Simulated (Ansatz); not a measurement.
# Fe4Si (Fmmm) in Ansatz: reference runs, part 2 of 2

Ansatz 0.2.0. The steps go on from the part before.

## 4. Single point, PBEsol, collinear spin, ferromagnetic start, 10.98 Å³/atom (volume scaled by 0.94)

Input file input.yaml:

```yaml
crystal:
  lattice:
    - [0.0, 1.9862185899, 9.273096144]
    - [1.4908360172, 0.0, 9.273096144]
    - [1.4908360172, 1.9862185899, 0.0]
  atoms:
    - { symbol: Fe, position: [0.594069, 0.594069, 0.405931], spin: 3.0 }
    - { symbol: Fe, position: [0.197971, 0.197971, 0.802029], spin: 3.0 }
    - { symbol: Fe, position: [0.802029, 0.802029, 0.197971], spin: 3.0 }
    - { symbol: Fe, position: [0.405931, 0.405931, 0.594069], spin: 3.0 }
    - { symbol: Si, position: [0.0, 0.0, 0.0] }
hamiltonian:
  xc: pbesol
  pseudopotentials: { kind: paw }
magnetization:
  spin_polarized: true
kpoints:
  mp_grid: { grid: [11, 11, 11] }
scf:
  occupations: { method: fermi_dirac, width: 0.05 }
output:
  forces: true
  stress: true
  eigenvalues: true
```

Started as:

```
ansatz run input.yaml --threads 2 --pin off --max-ram 5632MiB --backend cpu --events-out ev --progress --plain --runs-dir out
```

Run time: 1.8 min. Hardware: 2 threads of Arm Neoverse N1, shared host; peak memory 0.98 GiB.

Results (log left out):

- Free energy: -18417.3493 eV
- Pressure: 1.8 GPa
- Largest force: 0.153 eV/Å
- Band gap on the k mesh: none (metal or under the smearing width)
- Net moment: 8.31 μB per cell
- Absolute moment: 8.79 μB per cell
- Site moments: Fe +1.74, +2.46; Si -0.05 μB

Caveat: the PAW data sets come from PBE, with cores solved anew for the run's functional, which leaves a small shift of forces and pressure.

## 5. Single point, PBEsol, collinear spin, ferromagnetic start, 11.22 Å³/atom (volume scaled by 0.96)

Edit input.yaml of step 4 so:

```diff
@@ -2,5 +2,5 @@
   lattice:
-    - [0.0, 1.9862185899, 9.273096144]
-    - [1.4908360172, 0.0, 9.273096144]
-    - [1.4908360172, 1.9862185899, 0.0]
+    - [0.0, 2.0002065056, 9.3384017896]
+    - [1.5013352083, 0.0, 9.3384017896]
+    - [1.5013352083, 2.0002065056, 0.0]
   atoms:
@@ -24 +24,5 @@
   eigenvalues: true
+  write_density: true
+  write_potential: true
+  elf: true
+  volumetric_format: npy
```

Started as:

```
ansatz run input.yaml --threads 2 --pin off --max-ram 5632MiB --backend cpu --events-out ev --progress --plain --runs-dir out
```

It took 2 min on 2 threads of Arm Neoverse N1, shared host; peak memory 0.99 GiB.

Results (log left out):

```yaml
Free_energy: -18417.3473 eV
Pressure: -2.3 GPa
Largest_force: 0.116 eV/Å
Band_gap_on_the_k_mesh: none (metal or under the smearing width)
Net_moment: 8.50 μB per cell
Absolute_moment: 9.00 μB per cell
Site_moments: Fe +1.81, +2.50; Si -0.06 μB
```

Caveat: the PAW data sets come from PBE, with cores solved anew for the run's functional, which leaves a small shift of forces and pressure.

## 6. Single point, PBEsol, collinear spin, ferromagnetic start, 11.45 Å³/atom (volume scaled by 0.98)

Edit input.yaml of step 5 so:

```diff
@@ -2,5 +2,5 @@
   lattice:
-    - [0.0, 2.0002065056, 9.3384017896]
-    - [1.5013352083, 0.0, 9.3384017896]
-    - [1.5013352083, 2.0002065056, 0.0]
+    - [0.0, 2.0140014692, 9.4028065957]
+    - [1.5116895714, 0.0, 9.4028065957]
+    - [1.5116895714, 2.0140014692, 0.0]
   atoms:
@@ -24,5 +24 @@
   eigenvalues: true
-  write_density: true
-  write_potential: true
-  elf: true
-  volumetric_format: npy
```

Potentials or basis: Ansatz PAW.

Started as:

```
ansatz run input.yaml --threads 2 --pin off --max-ram 5632MiB --backend cpu --events-out ev --progress --plain --runs-dir out
```

Run time: 1.9 min. Hardware: 2 threads of Arm Neoverse N1, shared host; peak memory 1 GiB.

It converged, with:

| Item | Value |
| --- | --- |
| Free energy | -18417.3172 eV |
| Pressure | -5.9 GPa |
| Largest force | 0.086 eV/Å |
| Band gap on the k mesh | none (metal or under the smearing width) |
| Net moment | 8.66 μB per cell |
| Absolute moment | 9.20 μB per cell |
| Site moments | Fe +1.86, +2.54; Si -0.06 μB |

Caveat: the PAW data sets come from PBE, with cores solved anew for the run's functional, which leaves a small shift of forces and pressure.

## 7. Single point, PBEsol, collinear spin, ferromagnetic start, 11.68 Å³/atom

Edit input.yaml of step 6 so:

```diff
@@ -2,5 +2,5 @@
   lattice:
-    - [0.0, 2.0140014692, 9.4028065957]
-    - [1.5116895714, 0.0, 9.4028065957]
-    - [1.5116895714, 2.0140014692, 0.0]
+    - [0.0, 2.02761, 9.466341]
+    - [1.521904, 0.0, 9.466341]
+    - [1.521904, 2.02761, 0.0]
   atoms:
```

Started as:

```
ansatz run input.yaml --threads 2 --pin off --max-ram 5632MiB --backend cpu --events-out ev --progress --plain --runs-dir out
```

Run time: 1.9 min. Hardware: 2 threads of Arm Neoverse N1, shared host; peak memory 1 GiB.

Results (log left out):

```
Free energy            : -18417.2619 eV
Pressure               : -9.2 GPa
Largest force          : 0.059 eV/Å
Band gap on the k mesh : none (metal or under the smearing width)
Net moment             : 8.81 μB per cell
Absolute moment        : 9.37 μB per cell
Site moments           : Fe +1.91, +2.57; Si -0.06 μB
```

Caveat: the PAW data sets come from PBE, with cores solved anew for the run's functional, which leaves a small shift of forces and pressure.

## 8. Single point, PBEsol, collinear spin, ferromagnetic start, 11.92 Å³/atom (volume scaled by 1.02)

Edit input.yaml of step 7 so:

```diff
@@ -2,5 +2,5 @@
   lattice:
-    - [0.0, 2.02761, 9.466341]
-    - [1.521904, 0.0, 9.466341]
-    - [1.521904, 2.02761, 0.0]
+    - [0.0, 2.0410382721, 9.529033827]
+    - [1.5319831282, 0.0, 9.529033827]
+    - [1.5319831282, 2.0410382721, 0.0]
   atoms:
@@ -24 +24,5 @@
   eigenvalues: true
+  write_density: true
+  write_potential: true
+  elf: true
+  volumetric_format: npy
```

Started as:

```
ansatz run input.yaml --threads 2 --pin off --max-ram 5632MiB --backend cpu --events-out ev --progress --plain --runs-dir out
```

Run time: 2.2 min. Hardware: 2 threads of Arm Neoverse N1, shared host; peak memory 1 GiB.

It converged, with:

```yaml
Free_energy: -18417.1838 eV
Pressure: -12.1 GPa
Largest_force: 0.040 eV/Å
Band_gap_on_the_k_mesh: none (metal or under the smearing width)
Net_moment: 8.94 μB per cell
Absolute_moment: 9.53 μB per cell
Site_moments: Fe +1.96, +2.60; Si -0.07 μB
```

Caveat: the PAW data sets come from PBE, with cores solved anew for the run's functional, which leaves a small shift of forces and pressure.

## 9. Single point, PBEsol, collinear spin, ferromagnetic start, 12.15 Å³/atom (volume scaled by 1.04)

Edit input.yaml of step 8 so:

```diff
@@ -2,5 +2,5 @@
   lattice:
-    - [0.0, 2.0410382721, 9.529033827]
-    - [1.5319831282, 0.0, 9.529033827]
-    - [1.5319831282, 2.0410382721, 0.0]
+    - [0.0, 2.0542921388, 9.5909124039]
+    - [1.5419313493, 0.0, 9.5909124039]
+    - [1.5419313493, 2.0542921388, 0.0]
   atoms:
@@ -24,5 +24 @@
   eigenvalues: true
-  write_density: true
-  write_potential: true
-  elf: true
-  volumetric_format: npy
```

Potentials or basis: Ansatz PAW.

Started as:

```
ansatz run input.yaml --threads 2 --pin off --max-ram 5632MiB --backend cpu --events-out ev --progress --plain --runs-dir out
```

Run time: 2 min. Hardware: 2 threads of Arm Neoverse N1, shared host; peak memory 1 GiB.

The run converged. Its results:

* Free energy: -18417.0857 eV
* Pressure: -14.7 GPa
* Largest force: 0.034 eV/Å
* Band gap on the k mesh: none (metal or under the smearing width)
* Net moment: 9.07 μB per cell
* Absolute moment: 9.70 μB per cell
* Site moments: Fe +2.01, +2.63; Si -0.07 μB

Caveat: the PAW data sets come from PBE, with cores solved anew for the run's functional, which leaves a small shift of forces and pressure.

## 10. Single point, PBEsol, collinear spin, ferromagnetic start, 12.39 Å³/atom (volume scaled by 1.06)

Edit input.yaml of step 9 so:

```diff
@@ -2,5 +2,5 @@
   lattice:
-    - [0.0, 2.0542921388, 9.5909124039]
-    - [1.5419313493, 0.0, 9.5909124039]
-    - [1.5419313493, 2.0542921388, 0.0]
+    - [0.0, 2.0673771549, 9.652002665]
+    - [1.5517528329, 0.0, 9.652002665]
+    - [1.5517528329, 2.0673771549, 0.0]
   atoms:
@@ -24 +24,5 @@
   eigenvalues: true
+  write_density: true
+  write_potential: true
+  elf: true
+  volumetric_format: npy
```

Started as:

```
ansatz run input.yaml --threads 2 --pin off --max-ram 5632MiB --backend cpu --events-out ev --progress --plain --runs-dir out
```

It took 2.4 min on 2 threads of Arm Neoverse N1, shared host; peak memory 1 GiB.

It converged, with:

```yaml
Free_energy: -18416.9701 eV
Pressure: -16.9 GPa
Largest_force: 0.029 eV/Å
Band_gap_on_the_k_mesh: none (metal or under the smearing width)
Net_moment: 9.22 μB per cell
Absolute_moment: 9.87 μB per cell
Site_moments: Fe +2.06, +2.66; Si -0.07 μB
```

Caveat: the PAW data sets come from PBE, with cores solved anew for the run's functional, which leaves a small shift of forces and pressure.

## 11. Equation of state, PBEsol, collinear spin, ferromagnetic start

Potentials or basis: Ansatz PAW.

No new run: the results of the series are fitted here.

What came out:

```
Equilibrium volume                        : 11.08 Å³/atom
Bulk modulus at fixed shape and positions : 196 GPa
Pressure derivative of the bulk modulus   : 4.5 (rough: it moves with the points fitted)
```

Energy against volume, from the lowest point:
```
volume (Å³/atom)  energy (meV/atom)
          10.984               0.00
          11.217               0.41
          11.451               6.42
          11.685              17.49
          11.918              33.09
          12.152              52.72
          12.386              75.84
```

Caveat: the cell was scaled at fixed shape and fractional positions, which overstates the stiffness of a crystal with free parameters, most of all of layers and chains.

## 12. Summary

| task | cell | gap on the mesh (eV) | pressure (GPa) | moment (μB) | largest force (eV/Å) |
| --- | --- | --- | --- | --- | --- |
| single point | as given | none | -9.2 | 8.81 | 0.06 |
| single point | atoms moved at random, drawn with an rms of 0.05 Å | none | -9.1 | 8.81 | 0.45 |
| equation of state | as given | - | - | - | - |

Alike in all rows: level PBEsol; potentials or basis Ansatz PAW; spin collinear, ferromagnetic start; k mesh 11 × 11 × 11; cutoff (eV) 420; smearing fermi-dirac 0.05 eV.

Caveats: the PAW data sets come from PBE, with cores solved anew for the run's functional, which leaves a small shift of forces and pressure (some runs); the cell was scaled at fixed shape and fractional positions, which overstates the stiffness of a crystal with free parameters, most of all of layers and chains (some runs).

Total energies depend on the potentials used, so only differences within one code and one set of settings carry meaning.
